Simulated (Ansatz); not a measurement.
**CHGeP (singlet): wave-function methods side by side, cc-pVDZ**

The task here is to estimate one member of a computed series from the others.

Program: Ansatz 0.2.0, Gaussian basis. Level of theory: cc-pVDZ, core rule «outside noble gas», up to 20 orbitals frozen. These are calculated values, not measurements.

To be run: UHF; CCSD(T) on RHF; CCSD(T) on UHF; BCCD(T) on RHF; CISD; CCSDT(Q) on RHF; CCSDT(Q) on UHF; CASSCF and MRCISD+Q, 8 electrons in 8 orbitals; CASSCF and NEVPT2, 8 electrons in 8 orbitals.

24 further runs of the same task are left out: 1 for a known fault of the program, 8 that didn't finish, 15 set aside as unsound or not needed.

### The geometry

The geometry is a PBE0/def2-TZVP stationary point (not a proven minimum) of the parent state, kept for this charge and spin. No spin-orbit coupling is included. The filled d shell of Ge may be among the frozen orbitals whatever the setting's name suggests; the logs give the count.

4 atoms, charge 0, spin multiplicity 1.

Atoms are counted from 1 here; the program's logs count them from 0.

Bond lengths: C1–P2 1.549 Å, C1–H4 1.070 Å, P2–Ge3 2.250 Å. Angles: P2–C1–H4 180.0°, C1–P2–Ge3 180.0°.

Set-up of the first run:

File in.yaml:

```yaml
crystal:
  periodic: [false, false, false]
  atoms:
    - {symbol: C, position_ang: [0.000000, 0.000000, 1.069273]}
    - {symbol: P, position_ang: [0.000000, 0.000000, -0.479383]}
    - {symbol: Ge, position_ang: [0.000000, 0.000000, -2.729648]}
    - {symbol: H, position_ang: [0.000000, 0.000000, 2.139758]}
basis:
  gaussian: {orbitals: cc-pVDZ}
magnetization: {spin_polarized: true, initial_magnetization: 0}
hamiltonian: {xc: hf}
output: {orbitals: {seedname: orbitals}}
```

Launch:

```sh
$ ansatz run in.yaml --threads 1 --pin off --events-out ev --progress --plain --max-ram 2393MiB
```

Among the steps run: UHF; CCSD(T) on RHF; CCSD(T) on UHF; BCCD(T) on RHF; CISD; CCSDT(Q) on RHF; CCSDT(Q) on UHF; CASSCF and MRCISD+Q, 8 electrons in 8 orbitals; CASSCF and NEVPT2, 8 electrons in 8 orbitals.

One table of the session follows, with a row left open; its other results are not shown here.

| method | from RCCSDT(Q) (meV) |
| --- | --- |
| RHF | +10257.4 |
| UHF | ? |
| RMP2 | +1566.4 |
| UMP2 | +1317.2 |
| CISD | +2025.0 |
| RCCSD | +780.5 |
| UCCSD | +204.2 |
| RCCSD(T) | +220.4 |
| UCCSD(T) | -323.0 |
| BCCD(T) | +215.3 |
| RCCSDT | +133.5 |
| UCCSDT | -501.6 |
| RCCSDT(Q) | 0 |
| UCCSDT(Q) | -641.1 |

Q: Estimate the row for UHF from the others.

The run gave: from RCCSDT(Q) (meV): +9237.8. In the column «from RCCSDT(Q) (meV)» it lies between CISD (+2025.0) and RHF (+10257.4).

Left out of the table: CASSCF frontier, NEVPT2 frontier, MRCISD frontier, MRCISD+Q frontier (the active space lost an orbital or holds another state than full CI finds).

To keep in mind: The determinant is far from a pure spin state, so its energy mixes those of several spin states (harmless only where they are near-degenerate, as at dissociation). The program flags UCCSD(T), UCCSDT(Q) as in doubt, so those rows may rest on another solution; read them beside their warnings. Warnings: restricted reference is unstable; spin contamination; large T1 diagnostic. Restricted and unrestricted rows rest on different reference determinants; where their highest levels disagree by more than a few hundredths of an eV, they describe different states and don't form one ladder. Warnings in the runs' records: passed over end.
